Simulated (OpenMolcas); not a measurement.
**Pr³⁺ among point charges: CASSCF and CASPT2 levels and susceptibility**

Aim: the splitting of the states of Pr³⁺ in the field of 8 point charges, its lowest levels with spin-orbit coupling and its magnetic susceptibility.

Program: OpenMolcas 26.06. Level of theory: state-averaged CASSCF and CASPT2, spin-orbit coupling by RASSI with atomic mean-field integrals. These are calculated values, not measurements, unless marked.

## Step 1: Starting point

```
Species                           : Pr³⁺ (praseodymium, Z = 59, 56 electrons)
Basis                             : ANO-RCC-VTZP [8s7p5d3f2g1h], 104 functions
Scalar Hamiltonian                : DKH2, point nucleus
Inactive shells                   : 1s 2s 2p 3s 3p 3d 4s 4p 4d 5s 5p
Active space                      : 2 electrons in 7 orbitals (4f)
Some configurations of this space : 4f²
Orbitals                          : optimised for the highest spin of each parity, averaged over all roots
```

Outer shells as boxes (Hund's rule):

4f2
```
4f [↑ ][↑ ][  ][  ][  ][  ][  ]
```

The ion sits among 8 point charges of -2 e arranged as a hexagonal bipyramid (D6h), 3.22 Å from the ion, with the axial distance 3.767 Å.

Each step is its own input file, run in one work folder so that later steps find the files of earlier ones. Labels, J, g values, rates, χT and fits are worked out afterwards by a script from the matrices that RASSI stores. The input lists half of the charges; inversion (Group=XYZ) makes the rest.

## Step 2: Basis and integrals

a.inp

```
&GATEWAY
Coord
1

Pr 0.0 0.0 0.0
Basis=ANO-RCC-VTZP
Group=XYZ
NoMove
AngMom=0.0 0.0 0.0
AMFI
XField
4 Angstrom 0
3.220000 0.000000 0.000000 -2.000000
1.610000 2.788602 0.000000 -2.000000
1.610000 -2.788602 0.000000 -2.000000
0.000000 0.000000 3.767400 -2.000000
&SEWARD
```

Launch:

```bash
> OMP_NUM_THREADS=1 MOLCAS_MEM=2252 MOLCAS_PROJECT=a pymolcas a.inp > a.log
```

Log:

```text
Basis set label: PR.ANO-RCC...8S7P5D3F2G1H.

      Electronic valence basis set:
      ------------------
      Associated Effective Charge  59.000000 au
      Associated Actual Charge     59.000000 au
      Nuclear Model: Point charge

      Shell  nPrim  nBasis  Cartesian Spherical Contaminant
         s      25       8        X
         p      22       7        X
         d      15       5                 X
         f      11       3                 X
         g       4       2                 X
         h       2       1                 X
                  Relativistic Douglas-Kroll-Hess integrals:
                    - DKH order of Hamiltonian: 2
                    - DKH order of Properties : 0
                  Atomic mean-field integrals
```

## Step 3: CASSCF: triplets of even parity, 21 roots

a.inp

```
&RASSCF
FileOrb=start.orb
Symmetry=1
Spin=3
nActEl=2 0 0
Inactive=15 12
Ras2=0 7
CIRoot=21 21 1
SDav=21
CIMx=300
Iter=120 100
PrWF=0.3
OrbListing=Nothing
MaxOrb=0
>>> COPY $Project.JobIph JOB001
```

start.orb holds the contracted functions of the basis, ordered by shell, or the orbitals of the step before.

Log, shortened:

```text
[...]
      Number of active orbitals                  7
[...]
      Spin quantum number                      1.0
[...]
      Active orbitals                            0   7
[...]
      Number of CSFs                            21
      Number of root(s) required                21
[...]
      Convergence after  9 iterations
[...]
      Natural orbitals and occupation numbers for root  1
      sym 2:   0.011711   0.325542   0.662747   0.000000   0.662747   0.325542   0.011711
      Natural orbitals and occupation numbers for root  2
      sym 2:  -0.000000   0.360080   0.360080   0.016866   0.623054   0.623054   0.016866
      Natural orbitals and occupation numbers for root  3
      sym 2:   0.018287   0.356834   0.624879   0.624879   0.356834   0.018287   0.000000
::    RASSCF root number  1 Total energy:  -9236.09337696
::    RASSCF root number  2 Total energy:  -9236.09305049
::    RASSCF root number  3 Total energy:  -9236.09305049
[...]
::    RASSCF root number 18 Total energy:  -9236.06265663
::    RASSCF root number 19 Total energy:  -9235.96566516
::    RASSCF root number 20 Total energy:  -9235.96566516
::    RASSCF root number 21 Total energy:  -9235.95836932
```

## Step 4: Reference wave functions, singlets of even parity, 28 roots

a.inp

```
&RASSCF
FileOrb=start.orb
Symmetry=1
Spin=1
nActEl=2 0 0
Inactive=15 12
Ras2=0 7
CIRoot=28 28 1
SDav=28
CIMx=300
Iter=120 100
PrWF=0.3
OrbListing=Nothing
MaxOrb=0
CIOnly
>>> COPY $Project.JobIph JOB002
```

Log, shortened:

```text
[...]
      Number of active orbitals                  7
[...]
      Spin quantum number                      0.0
[...]
      Active orbitals                            0   7
[...]
      Number of CSFs                            28
      Number of root(s) required                28
[...]
      Natural orbitals and occupation numbers for root  1
      sym 2:   0.090445   0.628106   0.015112   0.533748   0.015112   0.628106   0.089370
      Natural orbitals and occupation numbers for root  2
      sym 2:   0.000000   0.389513   0.541420   0.069067   0.389513   0.541420   0.069067
      Natural orbitals and occupation numbers for root  3
      sym 2:   0.000000   0.390535   0.540725   0.068740   0.390535   0.540725   0.068740
::    RASSCF root number  1 Total energy:  -9236.06089534
::    RASSCF root number  2 Total energy:  -9236.06058080
::    RASSCF root number  3 Total energy:  -9236.06058080
[...]
::    RASSCF root number 25 Total energy:  -9235.97049062
::    RASSCF root number 26 Total energy:  -9235.96569835
::    RASSCF root number 27 Total energy:  -9235.96569632
::    RASSCF root number 28 Total energy:  -9235.80688394
```

CIOnly: the orbitals of an earlier block are kept, and only the CI is solved.

## Step 5: RASSI: spin-orbit coupling between the states

a.inp

```
&RASSI
NrOfJobIphs=2 21 27
1 2 3 4 5 6 7 8 9 10 11 12 13 14 15 16 17 18 19 20 21
1 2 3 4 5 6 7 8 9 10 11 12 13 14 15 16 17 18 19 20 21 22 23 24 25 26 27
IphNames
JOB001
JOB002
EJob
SpinOrbit
DIPRint=1.0
SOCoupling=1000.0
Subsets=2
Property=9
'ANGMOM' 1 'ANGMOM' 2 'ANGMOM' 3 'MLTPL  1' 1 'MLTPL  1' 2 'MLTPL  1' 3
'AMFI' 1 'AMFI' 2 'AMFI' 3
SOProperty=3
'ANGMOM' 1 'ANGMOM' 2 'ANGMOM' 3
```

Launch:

```bash
> OMP_NUM_THREADS=1 MOLCAS_MEM=2252 MOLCAS_PROJECT=a pymolcas a.inp > a.log
```

Log, shortened:

```text
SPIN-FREE ENERGIES:
  (Shifted by EMIN (a.u.) =      -9236.0933769634)
 SF State       Relative EMIN(au)   Rel lowest level(eV)    D:o, cm**(-1)      L_eff
     1             0.0000000000        0.0000000000              0.0000         5.0
     2             0.0003264776        0.0088839080             71.6536         5.0
     3             0.0003264776        0.0088839080             71.6536         5.0
     4             0.0012860475        0.0349951358            282.2548         5.0
     5             0.0012860475        0.0349951358            282.2548         5.0
     6             0.0027314168        0.0743256386            599.4767         5.0
     7             0.0028789153        0.0783392763            631.8489         5.0
     8             0.0046655725        0.1269566965           1023.9748         5.0
     9             0.0046655725        0.1269566965           1023.9748         5.0
    10             0.0061955797        0.1685903113           1359.7726         5.0
[...]
Eigenvalues of complex Hamiltonian:
   -----------------------------------
  (Shifted by EMIN (a.u.) =      -9236.0933769634)
 SO State       Relative EMIN(au)   Rel lowest level(eV)    D:o, cm**(-1)     J-value
     1            -0.0120045243        0.0000000000              0.0000         4.0
     2            -0.0115799674        0.0115527807             93.1795         3.9
     3            -0.0115799673        0.0115527836             93.1795         3.9
     4            -0.0103412832        0.0452590962            365.0392         3.5
     5            -0.0103412831        0.0452590978            365.0392         3.5
     6            -0.0084960682        0.0954699527            770.0171         2.9
     7            -0.0083969318        0.0981675920            791.7750         2.9
     8            -0.0065178014        0.1493013366           1204.1965         1.6
     9            -0.0065178014        0.1493013366           1204.1965         1.6
    10            -0.0015329252        0.2849467274           2298.2503         5.0
    11            -0.0012404947        0.2929041676           2362.4314         4.9
[...]
```

These steps: 13 s of run time, 1 thread of Intel Xeon Platinum 8375C at 2.90GHz (Ice Lake), shared host.

Spin-free states:

```tsv
state	degeneracy	E (cm-1)	free-ion L (%)
triplet	1	0	H (99)
triplet	2	72	H (99)
triplet	2	282	H (99)
triplet	1	599	H (99)
triplet	1	632	H (99)
triplet	2	1024	H (100)
triplet	2	1360	H (100)
triplet	1	6410	F (99)
triplet	1	6433	F (99)
triplet	2	6713	F (99)
triplet	1	6715	F (99)
triplet	2	6742	F (99)
singlet	1	7129	G (100)
singlet	2	7198	G (100)
singlet	2	7374	G (100)
singlet	1	7552	G (100)
singlet	1	7598	G (100)
singlet	2	7659	G (100)
singlet	2	21326	D (100)
singlet	2	21877	D (100)
singlet	1	22246	D (100)
singlet	1	25183	I (100)
singlet	2	25240	I (100)
singlet	2	25417	I (100)
```

With spin-orbit coupling:

```
E (cm-1)  Degeneracy  2S+1     J  abs mJ (%)                g
     0.0           1     3  3.99     0 (100)                 
    93.2           2     3  3.99     1 (100)   0.00 0.00 1.75
   365.0           2     3  4.00     2 (100)   0.00 0.00 3.46
   770.0           1     3  4.01     3 (100)                 
   791.8           1     3  4.01     3 (100)                 
    1204           2     3  4.01     4 (100)   0.00 0.00 6.60
    2298           1     3  4.99     0 (100)                 
    2362           2     3  4.99     1 (100)   0.00 0.00 2.02
    2549           2     3  4.99     2 (100)   0.00 0.00 4.06
    2830           1     3  4.99     3 (100)                 
    2847           1     3  4.99     3 (100)                 
    3181           2     3  5.00     4 (100)   0.00 0.00 8.30
    3526           2     3  5.00     5 (100)  0.00 0.00 10.42
    4651           1     3  5.98     0 (100)                 
    4702           2     3  5.98     1 (100)   0.00 0.00 2.24
    4853           2     3  5.98     2 (100)   0.00 0.00 4.49
    5080           1     3  5.98     3 (100)                 
    5104           1     3  5.97     3 (100)                 
    5397           2     3  5.98     4 (100)   0.00 0.00 9.14
    5725           2     3  6.00     5 (100)  0.00 0.00 11.58
    6001           1     3  6.00     6 (100)                 
    6001           1     3  6.00     6 (100)                 
    7252           2     3  2.02     2 (100)   0.00 0.00 2.52
    7486           2     3  2.01     1 (100)   0.00 0.00 1.34
```

The table of states holds 24 of 32 computed; the rest, higher up, is left out. Principal g values are given for doublets only; a zero marks a field direction without first-order Zeeman splitting.

Powder χT (cm³ K/mol): 0.05 at 2 K, 0.12 at 5 K, 0.24 at 10 K, 0.47 at 20 K, 1.00 at 50 K, 1.30 at 100 K, 1.40 at 150 K, 1.46 at 200 K, 1.50 at 250 K, 1.53 at 300 K.

Stevens parameters of the J = 4 multiplet, 1204 cm⁻¹ wide (cm⁻¹): B20 = 2.502e+01, B40 = -4.527e-02, B60 = -2.671e-04, B66 = 4.174e-03.

Orbitals of the lowest block (energies include the constant potential of the surroundings):

```tsv
shell	space	energy (hartree)	mean occupation	⟨r²⟩ (bohr²)
1s	inactive	-1547.5800	2.000	0.000755
2s	inactive	-251.9796	2.000	0.0124
2p	inactive	-225.4569	6.000	0.00995
3s	inactive	-55.0344	2.000	0.0840
3p	inactive	-46.3975	6.000	0.0840
3d	inactive	-34.0972	10.000	0.0717
4s	inactive	-10.5717	2.000	0.435
4p	inactive	-7.6303	6.000	0.490
4d	inactive	-3.2595	10.000	0.607
4f	RAS2		2.000	1.21
5s	inactive	-0.2538	2.000	2.49
5p	inactive	0.5888	6.000	3.22
```

## Step 6: CASPT2: IPEA 0.25, imaginary shift 0.1 (closed shells correlated: 5s 5p)

a.inp

```
>>> COPY JOB001 $Project.JobIph
&CASPT2
Multistate=21 1 2 3 4 5 6 7 8 9 10 11 12 13 14 15 16 17 18 19 20 21
NoMult
Frozen=14 9
IPEA=0.25
Imaginary=0.1
MaxIter=60
WThr=0.0 0.3 0.05
PrWF=0.5
NoMix
>>> COPY JOB002 $Project.JobIph
&CASPT2
Multistate=27 1 2 3 4 5 6 7 8 9 10 11 12 13 14 15 16 17 18 19 20 21 22
23 24 25 26 27
NoMult
Frozen=14 9
IPEA=0.25
Imaginary=0.1
MaxIter=60
WThr=0.0 0.3 0.05
PrWF=0.5
NoMix
```

Launch:

```bash
> OMP_NUM_THREADS=1 MOLCAS_MEM=2252 MOLCAS_PROJECT=a pymolcas a.inp > a.log
```

Log:

```text
Orbital specifications:
      -----------------------

      Symmetry species                           1   2
                                                ag  au
      Frozen orbitals                           14   9
      Inactive orbitals                          1   3
      Active orbitals                            0   7
      Secondary orbitals                        36  34
      Deleted orbitals                           0   0
      Number of basis functions                 51  53
Type of calculation                        SS-CASPT2
      Fock operator                              state-specific
      IPEA shift                                 0.25
      Real shift                                 0.00
      Imaginary shift                            0.10
      The input orbitals will be transformed to quasi-canonical
Reference energy:       -9236.0933769634
      E2 (Non-variational):      -0.2497208713
      Shift correction:          -0.0002077116
      E2 (Variational):          -0.2499285829
      Total energy:           -9236.3433055463
      Residual norm:              0.0000001434
      Reference weight:           0.93925
      Contributions to the CASPT2 correlation energy
      Active & Virtual Only:         -0.0048384777
      One Inactive Excited:          -0.0692857876
      Two Inactive Excited:          -0.1755966060
Reference energy:       -9236.0930504858
      E2 (Non-variational):      -0.2503102759
      Shift correction:          -0.0002112705
      E2 (Variational):          -0.2505215464
      Total energy:           -9236.3435720322
      Residual norm:              0.0000008410
      Reference weight:           0.93885
      Contributions to the CASPT2 correlation energy
      Active & Virtual Only:         -0.0050070499
      One Inactive Excited:          -0.0697008950
      Two Inactive Excited:          -0.1756023310
::    CASPT2 Root  1     Total energy:  -9236.34330555
::    CASPT2 Root  2     Total energy:  -9236.34357203
::    CASPT2 Root  3     Total energy:  -9236.34357143
::    CASPT2 Root  4     Total energy:  -9236.34213874
::    CASPT2 Root  5     Total energy:  -9236.34213803
::    CASPT2 Root  6     Total energy:  -9236.34103722
::    CASPT2 Root  7     Total energy:  -9236.34087630
::    CASPT2 Root  8     Total energy:  -9236.33836923
::    CASPT2 Root  9     Total energy:  -9236.33836919
::    CASPT2 Root 10     Total energy:  -9236.33704216
::    CASPT2 Root 11     Total energy:  -9236.33704517
::    CASPT2 Root 12     Total energy:  -9236.32115030
::    CASPT2 Root 13     Total energy:  -9236.32099670
::    CASPT2 Root 14     Total energy:  -9236.31953097
::    CASPT2 Root 15     Total energy:  -9236.31955252
::    CASPT2 Root 16     Total energy:  -9236.31844659
::    CASPT2 Root 17     Total energy:  -9236.31882778
::    CASPT2 Root 18     Total energy:  -9236.31881063
::    CASPT2 Root 19     Total energy:  -9236.23922646
::    CASPT2 Root 20     Total energy:  -9236.23922861
::    CASPT2 Root 21     Total energy:  -9236.22847632
Orbital specifications:
      -----------------------

      Symmetry species                           1   2
                                                ag  au
      Frozen orbitals                           14   9
      Inactive orbitals                          1   3
      Active orbitals                            0   7
      Secondary orbitals                        36  34
      Deleted orbitals                           0   0
      Number of basis functions                 51  53
Type of calculation                        SS-CASPT2
      Fock operator                              state-specific
      IPEA shift                                 0.25
      Real shift                                 0.00
      Imaginary shift                            0.10
      The input orbitals will be transformed to quasi-canonical
Reference energy:       -9236.0608953367
      E2 (Non-variational):      -0.2526671018
      Shift correction:          -0.0004188377
      E2 (Variational):          -0.2530859395
      Total energy:           -9236.3139812762
      Residual norm:              0.0000007693
      Reference weight:           0.93525
      Contributions to the CASPT2 correlation energy
      Active & Virtual Only:         -0.0088520301
      One Inactive Excited:          -0.0681614699
      Two Inactive Excited:          -0.1756536019
Reference energy:       -9236.0605808006
      E2 (Non-variational):      -0.2538240591
      Shift correction:          -0.0007119047
      E2 (Variational):          -0.2545359639
      Total energy:           -9236.3151167645
      Residual norm:              0.0000007040
      Reference weight:           0.93353
      Contributions to the CASPT2 correlation energy
      Active & Virtual Only:         -0.0092141536
      One Inactive Excited:          -0.0689011082
      Two Inactive Excited:          -0.1757087974
::    CASPT2 Root  1     Total energy:  -9236.31398128
::    CASPT2 Root  2     Total energy:  -9236.31511676
::    CASPT2 Root  3     Total energy:  -9236.31511705
::    CASPT2 Root  4     Total energy:  -9236.31111857
::    CASPT2 Root  5     Total energy:  -9236.31119439
::    CASPT2 Root  6     Total energy:  -9236.31031045
::    CASPT2 Root  7     Total energy:  -9236.31005939
::    CASPT2 Root  8     Total energy:  -9236.31431834
::    CASPT2 Root  9     Total energy:  -9236.31432046
::    CASPT2 Root 10     Total energy:  -9236.26526915
::    CASPT2 Root 11     Total energy:  -9236.26506196
::    CASPT2 Root 12     Total energy:  -9236.26207027
::    CASPT2 Root 13     Total energy:  -9236.26206526
::    CASPT2 Root 14     Total energy:  -9236.25951129
::    CASPT2 Root 15     Total energy:  -9236.24018421
::    CASPT2 Root 16     Total energy:  -9236.23892453
::    CASPT2 Root 17     Total energy:  -9236.23892719
::    CASPT2 Root 18     Total energy:  -9236.24016553
::    CASPT2 Root 19     Total energy:  -9236.23988557
::    CASPT2 Root 20     Total energy:  -9236.23930605
::    CASPT2 Root 21     Total energy:  -9236.23923749
::    CASPT2 Root 22     Total energy:  -9236.23710345
::    CASPT2 Root 23     Total energy:  -9236.23709466
::    CASPT2 Root 24     Total energy:  -9236.23231343
::    CASPT2 Root 25     Total energy:  -9236.23231534
::    CASPT2 Root 26     Total energy:  -9236.22281561
::    CASPT2 Root 27     Total energy:  -9236.22292622
```

This run: 31 s of run time, 1 thread of Intel Xeon Platinum 8375C at 2.90GHz (Ice Lake), shared host.

SS-CASPT2: lowest energy less the reference's lowest, -0.2502 hartree; reference weights 0.923 to 0.939.

Spin-free states:

```tsv
state	degeneracy	E (cm-1)	free-ion L (%)
triplet	2	0	H (99)
triplet	1	58	H (99)
triplet	2	315	H (99)
triplet	1	556	H (99)
triplet	1	592	H (99)
triplet	2	1142	H (100)
triplet	2	1433	H (100)
triplet	1	4921	F (99)
triplet	1	4955	F (99)
triplet	2	5274	F (99)
triplet	2	5433	F (99)
triplet	1	5514	F (99)
singlet	2	6245	G (100)
singlet	2	6420	G (100)
singlet	1	6494	G (100)
singlet	2	7114	G (100)
singlet	1	7300	G (100)
singlet	1	7355	G (100)
singlet	2	17208	D (100)
singlet	2	17888	D (100)
singlet	1	18449	D (100)
singlet	1	22691	I (100)
singlet	2	22726	I (100)
singlet	1	22884	I (100)
```

With spin-orbit coupling:

```
E (cm-1)  Degeneracy  2S+1     J  abs mJ (%)                g
       0           1     3  3.99     0 (100)                 
      88           2     3  4.00     1 (100)   0.00 0.00 1.75
     370           2     3  4.00     2 (100)   0.00 0.00 3.46
     840           1     3  4.02     3 (100)                 
     870           1     3  4.02     3 (100)                 
    1270           2     3  4.01     4 (100)   0.00 0.00 6.61
    2260           1     3  4.99     0 (100)                 
    2440           2     3  4.99     1 (100)   0.00 0.00 2.00
    2530           2     3  4.99     2 (100)   0.00 0.00 4.10
    2910           1     3  4.99     3 (100)                 
    2930           1     3  4.98     3 (100)                 
    3260           2     3  5.01     4 (100)   0.00 0.00 8.37
    3640           2     3  5.00     5 (100)  0.00 0.00 10.41
    4680           1     3  5.98     0 (100)                 
    4710           2     3  5.97     1 (100)   0.00 0.00 2.26
    4860           2     3  5.97     2 (100)   0.00 0.00 4.46
    5100           1     3  5.97     3 (100)                 
    5130           1     3  5.97     3 (100)                 
    5440           2     3  5.97     4 (100)   0.00 0.00 9.07
    5770           2     3  2.03     2 (100)   0.00 0.00 2.50
    5860           2     3  6.00     5 (100)  0.00 0.00 11.58
    6100           1     3  5.97      6 (99)                 
    6100           1     3  6.00     6 (100)                 
    6110           2     3  2.02     1 (100)   0.00 0.00 1.18
```

Powder χT (cm³ K/mol): 0.05 at 2 K, 0.13 at 5 K, 0.25 at 10 K, 0.50 at 20 K, 1.03 at 50 K, 1.31 at 100 K, 1.40 at 150 K, 1.46 at 200 K, 1.50 at 250 K, 1.53 at 300 K.

## Step 7: The methods side by side

A. CASSCF
B. SS-CASPT2, IPEA 0.25, imaginary shift 0.1 (closed shells correlated: 5s 5p)

```tsv
method	ground state	first state of that spin (cm-1)	first gap with spin-orbit (cm-1)	χT at 300 K
A	triplet	triplet 71.65	93.2	1.53
B	triplet	triplet 58.42	87.6	1.53
```

## Step 8: Outcome

| quantity | value |
| --- | --- |
| method | SS-CASPT2, IPEA 0.25, imaginary shift 0.1 (closed shells correlated: 5s 5p) |
| spin-free ground state | triplet, 2-fold in its orbital part |
| first state of the same spin within the active space | triplet at 58.4 cm⁻¹ |
| lowest level | 1-fold |
| next level | 87.6 cm⁻¹ |
| χT at 300 K | 1.53 cm³ K/mol |
| effective moment at 300 K | 3.49 μB |

Cost by method:

```tsv
method	time of its own steps	time with the reference
A. CASSCF	13 s	13 s
B. SS-CASPT2, IPEA 0.25, imaginary shift 0.1, +5s 5p	31 s	44 s
```

Times are of one thread on a shared host.

**Reading.** The spin-free ground state (triplet) comes to 99 % from free-ion H terms and keeps the highest spin of the shell. The singlets rest on orbitals optimised for another spin in at least one step, which raises them against the optimised states. Not all states of the active space went into the spin-orbit step. CASPT2 does not keep the components of a term degenerate, and the means are used. This is an electrostatic model: the charges have no orbitals.
